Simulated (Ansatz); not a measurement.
# C2H5AlF radical: how energies converge with the basis set

How large a basis does C2H5AlF radical need? Two functionals are run in growing sets.

Method: one geometry, several basis sets; program: Ansatz 0.2.0, Gaussian basis.

The runs, in order: PBE0-D4/def2-SVP; ωB97M-V/def2-SVP; PBE0-D4/def2-QZVPP; ωB97M-V/def2-QZVPP; the functionals' def2-TZVPP values are taken from earlier runs.

### Step 1. The relaxed structure

An earlier PBE0-D4 in a triple-zeta def2 set relaxation fixed the geometry.

SMILES `[CH2][Al]([CH3])[F]`, 9 atoms, charge 0, spin multiplicity 2.

Atoms are counted from 1 here; the program's logs count them from 0.

Bond lengths: C1–Al2 1.918 Å, C1–H5 1.088 Å, C1–H6 1.089 Å, Al2–C3 1.939 Å, Al2–F4 1.657 Å, C3–H7 1.094 Å, C3–H8 1.094 Å, C3–H9 1.093 Å. Angles: Al2–C1–H5 124.0°, Al2–C1–H6 123.9°, H5–C1–H6 112.2°, C1–Al2–C3 125.9°, C1–Al2–F4 116.2°, C3–Al2–F4 117.9°, Al2–C3–H7 111.0°, Al2–C3–H8 110.9°, Al2–C3–H9 112.4°, H7–C3–H8 106.5°, H7–C3–H9 107.9°, H8–C3–H9 107.9°.

### Step 2. PBE0-D4 in def2-SVP

Input file in.yaml:

```yaml
crystal:
  periodic: [false, false, false]
  atoms:
    - {symbol: C, position_ang: [-0.686415, 1.587498, -0.819971]}
    - {symbol: Al, position_ang: [-0.112818, -0.228707, -0.596462]}
    - {symbol: C, position_ang: [0.607077, -1.002284, 1.029301]}
    - {symbol: F, position_ang: [-0.253248, -1.209439, -1.924653]}
    - {symbol: H, position_ang: [-1.086824, 1.989211, -1.748842]}
    - {symbol: H, position_ang: [-0.649027, 2.336840, -0.030956]}
    - {symbol: H, position_ang: [-0.009290, -1.839755, 1.370578]}
    - {symbol: H, position_ang: [1.611213, -1.403391, 0.860142]}
    - {symbol: H, position_ang: [0.667932, -0.276272, 1.843661]}
basis:
  gaussian: {orbitals: def2-SVP}
magnetization: {spin_polarized: true, initial_magnetization: 1}
hamiltonian: {xc: pbe0, dispersion: d4}
output: {orbitals: {seedname: orbitals}}
```

The runs that follow: ωB97M-V in def2-SVP; PBE0-D4 in def2-QZVPP; ωB97M-V in def2-QZVPP.

**Question.** What will the summary of the whole plan be? Wanted: PBE0-D4: double and triple zeta above quadruple; ωB97M-V: double and triple zeta above quadruple.

As calculated:

| quantity | value |
| --- | --- |
| PBE0-D4: double and triple zeta above quadruple | 8.73, 0.50 eV |
| ωB97M-V: double and triple zeta above quadruple | 8.91, 0.48 eV |

**Reading.** For PBE0-D4 the step from double to triple zeta gains 8.23 eV and the next only 0.50 eV. These are total energies; as a rule much of such shifts cancels in differences, which this series doesn't test.
